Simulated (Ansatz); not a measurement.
Run this with the Ansatz DFT code, driven from Python and show what comes out.

The script reads `ch4o2si.xyz`:
```text
8

O     1.50310   -0.26130    1.37670
C     1.44830    0.30550    0.26210
O     0.38770    0.40970   -0.61440
Si   -1.00740   -0.19250   -0.27520
H     2.33900    0.78220   -0.20160
H    -1.97010    0.09470   -1.42790
H    -0.98710   -1.67250   -0.09150
H    -1.62130    0.47710    0.91610
```

`md_ch4o2si.py`
```python
"""A short Born-Oppenheimer trajectory of CH4O2Si."""

import logging
import sys

import ansatz as az
import numpy as np

logging.basicConfig(stream=sys.stdout, format="%(levelname)s:%(name)s:%(message)s")
log = logging.getLogger("run")
log.setLevel(logging.INFO)

BASIS = "6-31G*"
FUNCTIONAL = "PBE0"
N_STEPS = 20
TEMPERATURE_K = 500


def main() -> None:
    molecule = az.Crystal.molecule_from_extxyz("ch4o2si.xyz")

    model = (
        molecule.calculation()
        .basis(gaussian=BASIS)
        .functional(FUNCTIONAL)
        .accuracy("medium")
    )
    symbols = [site.symbol for site in molecule.cartesian_sites]
    start = np.array([site.position_ang for site in molecule.cartesian_sites], dtype=float)
    r = model.relax(force_tolerance=0.02).run().report
    end = np.array(r["positions_ang"])
    minimum = az.Crystal.molecule()
    for symbol, place in zip(symbols, end):
        minimum = minimum.atom(symbol, place.tolist())

    # dynamics from the relaxed geometry
    model = (
        minimum.calculation()
        .basis(gaussian=BASIS)
        .functional(FUNCTIONAL)
        .accuracy("medium")
        .md("nve", timestep=0.25, steps=N_STEPS, temperature=TEMPERATURE_K, initial_velocities="maxwell_boltzmann", seed=19)
    )
    frames = []
    res = model.session().plan().execute(on_event=lambda e: frames.append(e["data"]) if e["event"] == "md_step" else None)
    log.info("t (fs)   E_pot (eV)      E_kin (eV)   T (K)   d(0-1) (A)")
    for f in frames[::2]:
        xyz = np.array(f["positions_ang"])
        log.info(f"{f['time_fs']:6.2f} {f['lagrangian_ev']:14.5f} {f['e_kin_ev']:10.5f} {f['temperature_k']:8.1f} {np.linalg.norm(xyz[0] - xyz[1]):9.4f}")
    kept = np.array([f["conserved_ev"] for f in frames])
    log.info(f"conserved energy moves by at most {1000 * np.ptp(kept):.3f} meV")


if __name__ == "__main__":
    main()
```

Running `python md_ch4o2si.py` prints:
```text
INFO:run:t (fs)   E_pot (eV)      E_kin (eV)   T (K)   d(0-1) (A)
INFO:run:  0.00   -13065.06490    0.38778    500.0    1.2050
INFO:run:  0.50   -13065.05223    0.37514    483.7    1.2111
INFO:run:  1.00   -13065.01618    0.33926    437.4    1.2169
INFO:run:  1.50   -13064.96709    0.29042    374.5    1.2223
INFO:run:  2.00   -13064.92010    0.24364    314.1    1.2270
INFO:run:  2.50   -13064.88846    0.21208    273.4    1.2308
INFO:run:  3.00   -13064.87696    0.20049    258.5    1.2337
INFO:run:  3.50   -13064.88038    0.20373    262.7    1.2357
INFO:run:  4.00   -13064.88797    0.21117    272.3    1.2367
INFO:run:  4.50   -13064.89014    0.21328    275.0    1.2368
INFO:run:  5.00   -13064.88251    0.20569    265.2    1.2360
INFO:run:conserved energy moves by at most 0.736 meV
```

What to keep in mind:
- These settings explore the input space; basis and method may be short of convergence.
- The trajectory is only some femtoseconds long, so its temperature is not equilibrated; where the script doesn't relax first, it starts from a rough generated geometry.
- The temperature counts the internal degrees of freedom alone.
- Wall time of the script: 100 s on 1 thread of Intel(R) Xeon(R) Platinum 8375C CPU @ 2.90GHz (Ice Lake) (shared host), peak memory 0.22 GiB.

(Lines on the test bed's own set-up are left out of the output.)
